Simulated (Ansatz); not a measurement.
# H4NO3Ta: basis-set convergence

One table from this session's results is given with a row withheld; the runs are named, their logs left out.

Program: Ansatz 0.2.0, Gaussian basis. Level of theory: one geometry, several basis sets. These are calculated values, not measurements.

Levels to be run: PBE0-D4/def2-SVP; ωB97M-V/def2-SVP; PBE0-D4/def2-QZVPP; ωB97M-V/def2-QZVPP; the functionals' def2-TZVPP values are taken from earlier runs.

1 further run of the same task is left out (for a known fault of the program).

### The relaxed structure

All runs share one geometry, relaxed beforehand with PBE0-D4 in a triple-zeta def2 set. Ta takes the def2 core potential; no spin-orbit term is included.

SMILES `[NH2][Ta](=[O])([OH])[OH]`, 9 atoms, charge 0, spin multiplicity 1.

Atoms are counted from 1 here; the program's logs count them from 0.

Bond lengths: N1–Ta2 1.979 Å, N1–H6 1.009 Å, N1–H7 1.009 Å, Ta2–O3 1.721 Å, Ta2–O4 1.918 Å, Ta2–O5 1.914 Å, O4–H8 0.956 Å, O5–H9 0.957 Å. Angles: Ta2–N1–H6 125.6°, Ta2–N1–H7 124.1°, H6–N1–H7 110.2°, N1–Ta2–O3 105.6°, N1–Ta2–O4 112.6°, N1–Ta2–O5 109.1°, O3–Ta2–O4 108.0°, O3–Ta2–O5 111.7°, O4–Ta2–O5 109.8°, Ta2–O4–H8 133.2°, Ta2–O5–H9 130.0°.

Set-up of the first run:

File in.yaml:

```yaml
crystal:
  periodic: [false, false, false]
  atoms:
    - {symbol: N, position_ang: [0.901994, -0.427621, -1.273765]}
    - {symbol: Ta, position_ang: [0.038049, -0.042488, 0.464986]}
    - {symbol: O, position_ang: [1.209385, -0.437408, 1.663028]}
    - {symbol: O, position_ang: [-1.513193, -1.126976, 0.774541]}
    - {symbol: O, position_ang: [-0.442582, 1.808814, 0.528457]}
    - {symbol: H, position_ang: [0.523022, -0.200683, -2.181490]}
    - {symbol: H, position_ang: [1.812920, -0.849568, -1.371668]}
    - {symbol: H, position_ang: [-2.315892, -1.277794, 0.278300]}
    - {symbol: H, position_ang: [-0.125203, 2.507324, 1.100412]}
basis:
  gaussian: {orbitals: def2-SVP}
hamiltonian: {xc: pbe0, dispersion: d4}
output: {orbitals: {seedname: orbitals}}
```

Command:

```console
$ ansatz run in.yaml --threads 4 --pin off --events-out ev --progress --plain --max-ram 10444MiB
```

Among the steps run: PBE0-D4 in def2-SVP; ωB97M-V in def2-SVP; PBE0-D4 in def2-QZVPP; ωB97M-V in def2-QZVPP.

One table of the session follows, with a row left open; its other results are not shown here.

It belongs to the step «Density functionals: the series». 

```
functional       basis  HOMO (eV)
   PBE0-D4    def2-SVP      -7.86
   PBE0-D4  def2-TZVPP      -7.99
   PBE0-D4  def2-QZVPP      -8.04
   ωB97M-V    def2-SVP     -10.22
   ωB97M-V  def2-TZVPP     -10.36
   ωB97M-V  def2-QZVPP          ?
```

**Question.** Estimate the row for ωB97M-V, def2-QZVPP.

The run gave: HOMO (eV): -10.42. In the column «HOMO (eV)» it is the lowest.
